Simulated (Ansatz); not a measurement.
**Cu: a tetragonal deformation path**

One table from this session's results is given with a row withheld; the runs are named, their logs left out.

Program: Ansatz 0.2.0. Level of theory: DFT PBEsol, scalar-relativistic, plane waves, PAW. These are calculated values, not measurements.

## The system as given

It takes space group I4/mmm (No. 139, tetragonal). Conventional cell: a = 2.886 Å, b = 2.886 Å, c = 2.752 Å, α = 90.00°, β = 90.00°, γ = 90.00°. Cu (site symmetry 4/mmm) has 10 Cu at 2.46 to 2.75 Å in its first shell of neighbours.

Structure file:

```cif
data_structure
_symmetry_space_group_name_H-M 'I4/mmm'
_symmetry_Int_Tables_number 139
_cell_length_a 2.8856
_cell_length_b 2.8856
_cell_length_c 2.7522
_cell_angle_alpha 90.000
_cell_angle_beta 90.000
_cell_angle_gamma 90.000
_cell_volume 22.92
loop_
_atom_site_label
_atom_site_type_symbol
_atom_site_symmetry_multiplicity
_atom_site_Wyckoff_symbol
_atom_site_fract_x
_atom_site_fract_y
_atom_site_fract_z
_atom_site_occupancy
Cu1 Cu 2 a 0.00000 0.00000 0.00000 1
```

It goes back to an entry of the Materials Project, which need not be the stable form.

The cell is taken as given, not relaxed at this level.

## The reference cell

Reference values: F = -6588.7353 eV; pressure -1.42 GPa; largest force 0.000 eV/Å; gap on the mesh none (metal). It was computed beforehand with the settings of the runs below.

The first run:

At fixed volume and fractional coordinates, lengths along (0.000, 0.000, 1.000) are scaled against those across it; ρ is that ratio over its starting value.

File input.yaml:

```yaml
crystal:
  lattice:
    - [-1.5231095727, 1.5231095727, 1.2347814342]
    - [1.5231095727, -1.5231095727, 1.2347814342]
    - [1.5231095727, 1.5231095727, -1.2347814342]
  atoms:
    - { symbol: Cu, position: [0.0, 0.0, 0.0] }
basis:
  ecutwfc: 420
kpoints:
  mp_grid: { grid: [26, 26, 26] }
hamiltonian:
  xc: pbesol
scf:
  occupations: { method: gaussian, width: 0.15 }
output:
  forces: true
  stress: true
  eigenvalues: true
```

On the command line:

```
$ ansatz run input.yaml --threads 1 --pin off --max-ram 2560MiB --backend cpu --events-out ev --progress --plain --runs-dir out
```

Steps of the session up to this table: Point ρ = 0.850; ρ = 1.200; Point ρ = 0.920; ρ = 1.100; Point ρ = 0.960; At ρ = 1.050; ρ = 0.800; Point ρ = 1.300.

One of the session's tables, all rows but one given; the rest of the session is left out.

The scan, with free energies counted from the undisturbed cell:

```
    ρ  ΔE (meV/atom)  pressure (GPa)
0.800           68.7             2.8
0.850           25.6             0.6
0.920            3.1            -1.0
0.960            0.2            -1.3
1.000            0.0            -1.4
1.050            0.2            -1.5
1.100           -0.7            -1.4
1.200              ?               ?
1.300          -22.2            -1.7
```

Estimate the missing values for ρ = 1.200.

Worked estimate for «ΔE (meV/atom)». A straight line through the neighbours (1.100, -0.7) and (1.300, -22.2) gives -0.7 + (-22.2 + 0.7) × (1.200 − 1.100) / (1.300 − 1.100) = -11.4; a parabola fitted to 3 rows on both sides gives -7.9.

As computed: ΔE (meV/atom): -8.7; pressure (GPa): -1.5. In «ΔE (meV/atom)» the line misses by -2.7 and the parabola by +0.8.
